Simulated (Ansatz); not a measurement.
Runs of Ansatz 0.2.0 on CrN2. It takes space group Pnnm (No. 58, orthorhombic). Conventional cell: a = 3.902 Å, b = 4.810 Å, c = 2.784 Å, α = 90.00°, β = 90.00°, γ = 90.00°. Cr (site symmetry 2/m) has 6 N at 2.04 to 2.05 Å as nearest neighbours. N (site symmetry m) has 1 N at 1.35 Å as nearest neighbours. The cell comes from a database or a generator and needn't be the stable form of this composition.

| task | level | cell | cutoff (eV) | points for each segment of the path | gap on the mesh (eV) | pressure (GPa) | moment (μB) | relaxed volume (Å³/atom) | largest force (eV/Å) |
| --- | --- | --- | --- | --- | --- | --- | --- | --- | --- |
| band structure | LDA | as given | 420 | 14 | none | -17.9 | 4.19 | - | 0.27 |
| relaxation of cell and atoms | r2SCAN | relaxed | 500 | - | none | 0.0 | 4.34 | (a) | - |
| relaxation of cell and atoms | LDA | relaxed | 420 | - | none | 0.0 | 4.11 | 8.11 | - |
| band structure | r2SCAN | as given | 500 | 14 | none | (b) | (c) | - | 0.04 |

Alike in all rows: potentials or basis Ansatz PAW; spin collinear, ferromagnetic start; k mesh 7 × 6 × 10; smearing fermi-dirac 0.05 eV.

**Question.** Estimate the missing entries.

**Answer.** (a) 8.64; (b) -2.7; (c) 4.38.

Caveats: only a ferromagnetic start was run, and an antiferromagnetic order may lie lower in energy; the PAW data sets come from PBE, with cores solved anew for the run's functional, which leaves a small shift of forces and pressure; the magnetic or orbital state may not be the lowest (some runs); the plane-wave basis is chosen anew once the cell has moved, so the energies of steps on either side of that aren't comparable (some runs).

A gap of «none» marks a metal or a gap under the smearing width.

Runs at the PBE level aren't shown here.
